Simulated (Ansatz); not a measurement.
This script for Ansatz 0.2.0 through its Python package starts 2 runs on FH6NSi2, SMILES N[SiH](F)[SiH3]. What input does the engine get in each?

The script, `run_spin.py`:
```python
"""Vertical spin-state energies of FH6NSi2."""

from dataclasses import dataclass

import ansatz
from ase import Atoms


@dataclass
class RunConfig:
    basis_set: str = "def2-TZVP"
    xc: str = "cam_b3lyp"


opts = RunConfig()


def main() -> None:
    atoms = Atoms(["N", "Si", "F", "Si", "H", "H", "H", "H", "H", "H"], positions=[
        (-0.4441, 1.7243, 0.0313),
        (0.2348, 0.3498, 0.6264),
        (-0.6482, 0.0187, 1.9277),
        (0.3382, -1.4382, -0.838),
        (-1.4934, 1.5978, -0.0552),
        (-0.3858, 2.5089, 0.7255),
        (1.632, 0.7454, 1.0453),
        (-1.0807, -1.7828, -1.2723),
        (1.061, -1.1237, -2.0157),
        (0.8692, -2.6513, -0.172),
    ])
    system = ansatz.Crystal.molecule_from_ase(atoms)

    setup = system.calculation().basis(gaussian=opts.basis_set).functional(opts.xc)
    found = {}
    for unpaired in [0, 2]:
        r = setup.spin("collinear", total=unpaired).run(threads=1).report
        s = unpaired / 2
        found[unpaired] = r["free_energy_ev"]
        print(f"2S+1 = {unpaired + 1}: E = {found[unpaired]:.5f} eV, <S^2> = {abs(r['mean_field']['state']['spin_squared']):.3f} (pure state {s * (s + 1):.2f})")
    lowest = min(found, key=found.get)
    for unpaired, e in found.items():
        print(f"multiplicity {unpaired + 1}: {96.485332 * (e - found[lowest]):.1f} kJ/mol above the lowest")


if __name__ == "__main__":
    main()
```

Run 1:
```yaml
crystal:
  periodic: [false, false, false]
  atoms:
    - { symbol: "N", position_ang: [-0.4441, 1.7243, 0.0313] }
    - { symbol: Si, position_ang: [0.2348, 0.3498, 0.6264] }
    - { symbol: F, position_ang: [-0.6482, 0.0187, 1.9277] }
    - { symbol: Si, position_ang: [0.3382, -1.4382, -0.838] }
    - { symbol: H, position_ang: [-1.4934, 1.5978, -0.0552] }
    - { symbol: H, position_ang: [-0.3858, 2.5089, 0.7255] }
    - { symbol: H, position_ang: [1.632, 0.7454, 1.0453] }
    - { symbol: H, position_ang: [-1.0807, -1.7828, -1.2723] }
    - { symbol: H, position_ang: [1.061, -1.1237, -2.0157] }
    - { symbol: H, position_ang: [0.8692, -2.6513, -0.172] }
basis:
  gaussian:
    orbitals: def2-TZVP
hamiltonian:
  xc: cam_b3lyp
magnetization:
  spin_polarized: true
  initial_magnetization: 0.0
```

Run 2, against run 1:
```diff
-  initial_magnetization: 0.0
+  initial_magnetization: 2.0
```

```console
$ python run_spin.py
2S+1 = 1: E = -20063.41148 eV, <S^2> = 0.000 (pure state 0.00)
2S+1 = 3: E = -20057.23438 eV, <S^2> = 2.008 (pure state 2.00)
multiplicity 1: 0.0 kJ/mol above the lowest
multiplicity 3: 596.0 kJ/mol above the lowest
```

In order: multiplicity 1 (+0.00 eV) and multiplicity 3 (+6.18 eV), all at the one geometry.

Total energies depend on the basis set; only differences at equal settings carry meaning. The geometry is a force-field or estimated start, not a minimum of this method, and the basis set is short of its limit. All parts are taken at fixed geometry, without zero-point energy. It ran for 72 s on 1 thread of Arm Neoverse V1 (shared host), peak memory 0.81 GiB.
